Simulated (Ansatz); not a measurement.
# two structures of Lu: a comparison of enthalpies under pressure

With the Ansatz DFT code, driven from Python.

At the Python prompt:
```pycon
>>> from dataclasses import dataclass
>>> import warnings
>>> import ansatz
>>> import numpy as np
>>> @dataclass(frozen=True)
... class Settings:
...     xc: str = "LDA"
...     kspacing: float = 0.14
...     occupations: str = "fermi_dirac"
...     smearing_width: float = 0.1
...
>>> cfg = Settings()
>>> def bcc(A, a):
...     return ansatz.Crystal.bcc(A, a=a)
...
>>> def sc(a_site, a):
...     return (
...         ansatz.Lattice.cubic(a)
...         .space_group(221)
...         .atom(a_site, (0, 0, 0))
...     )
...
>>> def compute(name, crystal, pressure=0.0):
...     calc = (
...         crystal.calculation()
...         .functional(cfg.xc)
...         .basis(18 * ansatz.Ha)
...         .kpoints(spacing=cfg.kspacing)  # sampling of the Brillouin zone
...         .occupations(cfg.occupations, width=cfg.smearing_width)  # smearing steadies the SCF of a metal
...     )
...     calc = calc.relax(force_tolerance=0.02, max_steps=40, cell=True, pressure=pressure)
...     return calc.run(threads=1)
...
>>> def volume_per_atom(outcome):
...     return abs(np.linalg.det(outcome.lattice.cell_ang)) / len(outcome.lattice.sites)
...
>>> warnings.simplefilter("ignore", ansatz.DeckWarning)
>>> phases = {}
>>> phases["bcc"] = bcc("Lu", 3.89)
>>> phases["sc"] = sc("Lu", 3.19)
>>> # enthalpy per atom at each pressure
>>> pressures = [0, 5, 10, 20]
>>> enthalpy, volume = {name: [] for name in phases}, {name: [] for name in phases}
>>> for p in pressures:
...     for name, crystal in phases.items():
...         o = compute(name, crystal, pressure=p)
...         volume[name].append(volume_per_atom(o))
...         enthalpy[name].append(o.report["energy_sigma0_ev"] / len(o.lattice.sites) + p * volume[name][-1] / 160.21766)
...
>>> gap = np.array(enthalpy["sc"]) - np.array(enthalpy["bcc"])
>>> rows = [(p, va, vb, 1000 * d) for p, va, vb, d in zip(pressures, volume["bcc"], volume["sc"], gap)]
>>> print("   P (GPa)  V bcc (A^3/atom)  V sc (A^3/atom)  H(sc) - H(bcc) (meV/atom)")
   P (GPa)  V bcc (A^3/atom)  V sc (A^3/atom)  H(sc) - H(bcc) (meV/atom)
>>> for row in rows:
...     print(f"{row[0]:10d}  {row[1]:16.3f}  {row[2]:15.3f}  {row[3]:+25.1f}")
...
         0            26.207           28.455                     +701.8
         5            24.045           25.196                     +751.0
        10            22.424           23.125                     +778.0
        20            20.147           20.515                     +806.7
>>> crossings = [p0 - g0 * (p1 - p0) / (g1 - g0) for p0, p1, g0, g1 in zip(pressures, pressures[1:], gap, gap[1:]) if g0 * g1 < 0]
>>> print("crossing near", [round(float(p), 1) for p in crossings], "GPa") if crossings else print("no crossing in this range")
no crossing in this range
```

Caveats:
- At a fixed pressure a relaxation lowers the enthalpy F + PV, while F alone can rise.
- Only these two structures are compared, at zero temperature and with their symmetry kept; either may be hypothetical, and another phase may be lower than both. Differences under 10 to 15 meV an atom lie within the error of mesh and functional.
- The cells are prototypes set up for this calculation and needn't exist.
- Run time: 3.4 min on 1 thread of Arm Neoverse V2, with other jobs on the host, peak memory 0.45 GiB.
